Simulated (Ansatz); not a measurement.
NbTe:

```
Te Nb
1.0
     3.70297    0.00000    0.00000
    -1.85149    3.20687    0.00000
     0.00000    0.00000    3.69421
Te Nb
1 1
Cartesian
  1.8515 1.0690 0.0000
  0.0000 0.0000 1.8471
```

The cell comes from a database or a generator and needn't be the stable form of this composition.

Base run:

* Program: Ansatz 0.2.0
* Functional: PBE
* Potentials or basis: Ansatz PAW
* Cutoff: 420 eV (not typed: the program's choice for these potentials)
* k mesh: 6 × 6 × 5
* Occupations: fermi-dirac, width 0.05 eV
* Spin: spin-orbit coupling, no magnetisation

Its results: band gap on the k mesh none (metal or under the smearing width); pressure -0.5 GPa.

Question: The run is repeated on the same cell with these changes: functional from PBE to PBEsol. What comes out?

Answer: Band gap on the k mesh none (metal or under the smearing width); pressure -5.1 GPa.

PBEsol binds more tightly than PBE, so the same cell stands under less pressure.

Caveats: the PAW data sets come from PBE, with cores solved anew for the run's functional, which leaves a small shift of forces and pressure (some runs).
